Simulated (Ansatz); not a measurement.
The system is LiY3.

```
Y Li
1.0
     4.91971    0.00000    0.00000
     0.00000    4.91971    0.00000
     0.00000    0.00000    4.91971
Y Li
3 1
Direct
  0.00000 0.50000 0.50000
  0.50000 0.00000 0.50000
  0.50000 0.50000 0.00000
  0.00000 0.00000 0.00000
```

The cell comes from a database or a generator and needn't be the stable form of this composition.

| Quantity | Value |
| --- | --- |
| Program | Ansatz 0.2.0 |
| Task | single point |
| Functional | PBE |
| Potentials or basis | Ansatz PAW |
| Cutoff | 420 eV (not typed: the program's choice for these potentials) |
| k mesh | 6 × 6 × 6 |
| Occupations | fermi-dirac, width 0.05 eV |
| Spin | no spin polarisation |

On this cell: pressure 0.0 GPa; largest force zero by symmetry; band gap on the k mesh none (metal or under the smearing width).

The same run follows on a disturbed copy (atoms moved at random, drawn with an rms of 0.05 Å):

```
Y Li
1.0
     4.91971    0.00000    0.00000
     0.00000    4.91971    0.00000
     0.00000    0.00000    4.91971
Y Li
3 1
Cartesian
  0.0017 2.4282 2.4572
  2.4383 0.0018 2.4035
  2.4602 2.4859 -0.0010
  -0.0004 0.0502 0.0243
```

Task: What changes?

Result: The energy (extrapolated to zero smearing) moves by +2.5 meV/atom; pressure 0.0 GPa; largest force 0.171 eV/Å; band gap on the k mesh none (metal or under the smearing width).

Forces on the atoms (eV/Å):
```
Y   -0.065  0.102  0.043
Y    0.061  0.005  0.160
Y    0.013 -0.024 -0.132
Li  -0.010 -0.084 -0.071
```

Stress tensor (GPa, compression positive):
```
 0.03 -0.02  0.00
-0.02  0.05  0.05
 0.00  0.05  0.04
```
